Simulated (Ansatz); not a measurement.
# AlN (wurtzite): the cost of one run

Program: Ansatz 0.2.0. Level of theory: DFT LDA, scalar-relativistic, plane waves, PAW. These are calculated values, not measurements.

**1. The starting structure**

It takes space group P6_3mc (No. 186, hexagonal). The conventional cell has a = 3.110 Å, b = 3.110 Å, c = 4.980 Å, α = 90.00°, β = 90.00°, γ = 120.00°. Around Al (site symmetry 3m) lie 4 N at 1.89 to 1.90 Å. Around N (site symmetry 3m) lie 4 Al at 1.89 to 1.90 Å.

As a file:

```
Al N
1.0
     3.11000    0.00000    0.00000
    -1.55500    2.69334    0.00000
     0.00000    0.00000    4.98000
Al N
2 2
Direct
  0.33333 0.66667 0.00000
  0.66667 0.33333 0.50000
  0.33333 0.66667 0.38200
  0.66667 0.33333 0.88200
```

**2. Cell and atoms relaxed at 0 GPa**

Input file input.yaml:

```yaml
crystal:
  lattice:
    - [3.11, 0.0, 0.0]
    - [-1.555, 2.6933390058, 0.0]
    - [0.0, 0.0, 4.98]
  atoms:
    - { symbol: Al, position: [0.3333333333, 0.6666666667, 0.0] }
    - { symbol: Al, position: [0.6666666667, 0.3333333333, 0.5] }
    - { symbol: "N", position: [0.3333333333, 0.6666666667, 0.382] }
    - { symbol: "N", position: [0.6666666667, 0.3333333333, 0.882] }
scf:
  occupations: { method: fixed }
output:
  forces: true
  stress: true
  eigenvalues: true
  write_density: true
  write_potential: true
  elf: true
  volumetric_format: npy
hamiltonian:
  xc: lda
basis:
  ecutwfc: 520
kpoints:
  mp_grid: { grid: [9, 9, 6] }
relax:
  f_tol: 0.001
  max_steps: 60
  cell: { stress_tol: 0.01, p_target: 0 }
```

Started as:

```
> ansatz run input.yaml --threads 1 --pin off --max-ram 2867MiB --backend cpu --events-out ev --progress --plain --runs-dir out
```

What time and memory should one allow on 1 thread of Intel Xeon at 2.30GHz, shared host?

About 16 s, with a peak of 0.4 GiB.
